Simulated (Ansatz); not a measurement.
# Zr2Zn: how the settings move a single-point run

Aim: see which settings change the result for Zr2Zn, by how much, and at what cost.

Method: reference: DFT, PBEsol, PAW with Ansatz's default frozen-core files, scalar-relativistic, in Ansatz 0.2.0.

1 further run of the same task is left out (it didn't finish). Runs told in other sessions of the task aren't counted.

### Step 1. The starting structure

It takes space group I4/mmm (No. 139, tetragonal). The conventional cell has a = 3.287 Å, b = 3.287 Å, c = 11.340 Å, α = 90.00°, β = 90.00°, γ = 90.00°. Zr (site symmetry 4mm) is surrounded by 4 Zn at 2.92 Å and 8 Zr at 3.15 to 3.29 Å. Zn (site symmetry 4/mmm) is surrounded by 8 Zr at 2.92 Å and 4 Zn at 3.29 Å.

As a file:

```cif
data_structure
_symmetry_space_group_name_H-M 'P 1'
_symmetry_Int_Tables_number 1
_cell_length_a 6.1277
_cell_length_b 6.1277
_cell_length_c 6.1277
_cell_angle_alpha 148.882
_cell_angle_beta 148.882
_cell_angle_gamma 44.585
_cell_volume 61.27
loop_
_atom_site_label
_atom_site_type_symbol
_atom_site_fract_x
_atom_site_fract_y
_atom_site_fract_z
_atom_site_occupancy
Zr1 Zr 0.65614 0.65614 0.00000 1
Zr2 Zr 0.34386 0.34386 0.00000 1
Zn1 Zn 0.00000 0.00000 0.00000 1
```

### Step 2. Reference

Contents of input.yaml:

```yaml
crystal:
  lattice:
    - [-1.64365046, 1.64365046, 5.669754]
    - [1.64365046, -1.64365046, 5.669754]
    - [1.64365046, 1.64365046, -5.669754]
  atoms:
    - { symbol: Zr, position: [0.65613787, 0.65613787, 0.0] }
    - { symbol: Zr, position: [0.34386213, 0.34386213, 0.0] }
    - { symbol: Zn, position: [0.0, 0.0, 0.0] }
kpoints:
  mp_grid: { grid: [15, 15, 15] }
  band_path:
    path:
      - [0.0, 0.0, 0.0]
      - [0.0, 0.0, 0.5]
      - [0.25, 0.25, 0.25]
      - [0.0, 0.5, 0.0]
      - [0.0, 0.0, 0.0]
      - [0.5, 0.5, -0.5]
      - [0.2710102155, 0.7289897845, -0.2710102155]
      - [-0.2710102155, 0.2710102155, 0.2710102155]
      - [0.0, 0.0, 0.0]
    npoints: 6
scf:
  occupations: { method: fermi_dirac, width: 0.05 }
hamiltonian:
  xc: pbesol
  pseudopotentials: { kind: paw }
output:
  forces: true
  stress: true
  eigenvalues: true
  populations: true
  write_density: true
  write_potential: true
  elf: true
  volumetric_format: npy
```

Started as:

```bash
> ansatz run input.yaml --threads 1 --pin off --max-ram 3072MiB --backend cpu --events-out ev --progress --plain --runs-dir out
```

### Step 3. Changing settings: n_extra_bands 4, dispersion d4

input.yaml: that of step 2 with these lines changed.

```diff
@@ -25,2 +25,3 @@
   occupations: { method: fermi_dirac, width: 0.05 }
+  n_extra_bands: 4
 hamiltonian:
@@ -28,2 +29,3 @@
   pseudopotentials: { kind: paw }
+  dispersion: d4
 output:
@@ -33,5 +35 @@
   populations: true
-  write_density: true
-  write_potential: true
-  elf: true
-  volumetric_format: npy
```

Before running it: what results should come out? Wanted: for each run, ending; energy change; pressure; gap; force.

As calculated:

```
                              run     ending                                     energy change  pressure (GPa)  gap (eV)  force (eV/Å)  cycles  time
                        reference  converged                                                 0            -3.7      0.00          0.04       7  20 s
1: n_extra_bands 4, dispersion d4  converged  -136.9 meV/atom (offset of the dispersion model)            -4.7      0.00          0.04       7  16 s
```

Times don't compare one to one where runs were asked for different outputs or read a saved state (see the inputs); cycles may leave out searches for a lower state.

Residual by cycle in the longest SCF loop of each run; runs are numbered as in the table. The quantity is the density residual dr2, in eV.

```
cycle  reference    run 1
    1    0.00911  0.00909
    2    0.00301  0.00301
    3     7.4e-4   7.4e-4
    4     2.9e-5   2.9e-5
    5     2.1e-6   2.0e-6
    6     1.4e-7   1.4e-7
    7     7.0e-9   6.8e-9
```

The energy moves by -136.9 meV/atom, nearly all of it the dispersion term itself (-136.9 meV/atom); that offset belongs to the model and is no gain or loss of stability; the pressure goes from -3.7 to -4.7 GPa.
